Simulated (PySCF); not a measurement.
# PrH4O2 (+4): ligand-field states

Computed with PySCF 2.14.0 and routines of our own; the level stands in each step. Atoms count from 0.

### 1 The system as given

7 atoms, charge 4, states of the metal's open shell are computed; geometry from: model geometry, bond lengths from ionic radii.

### 2 Ligand-field states: state-averaged CASSCF

The job: settings as JSON, then the geometry in Å.

```
{"job": {"kind": "lf", "basis": {"metal": "x2c-TZVPall", "ligand": "x2c-SVPall"}, "nevpt": true}, "charge": 4, "metal": "Pr", "open_shell": "f1"}
Pr     0.000000     0.000000     0.000000
O      0.000000     0.000000     2.010000
H      0.775000     0.000000     2.585000
H     -0.775000     0.000000     2.585000
O      0.000000     0.000000    -2.010000
H      0.775000     0.000000    -2.585000
H     -0.775000     0.000000    -2.585000
```

Level: state-averaged CASSCF of the metal f shell, SC-NEVPT2 on the averaged canonical orbitals, state-interaction spin-orbit coupling.

Run with:

```bash
OMP_NUM_THREADS=1 python lf_run.py task.json out
```

One launch serves the whole session: the jobs run in the order shown.

Q: Estimate the wall time and peak memory of this first job on 1 thread of Arm Neoverse N1, shared host.

About 36 s, with a peak of 0.38 GiB.
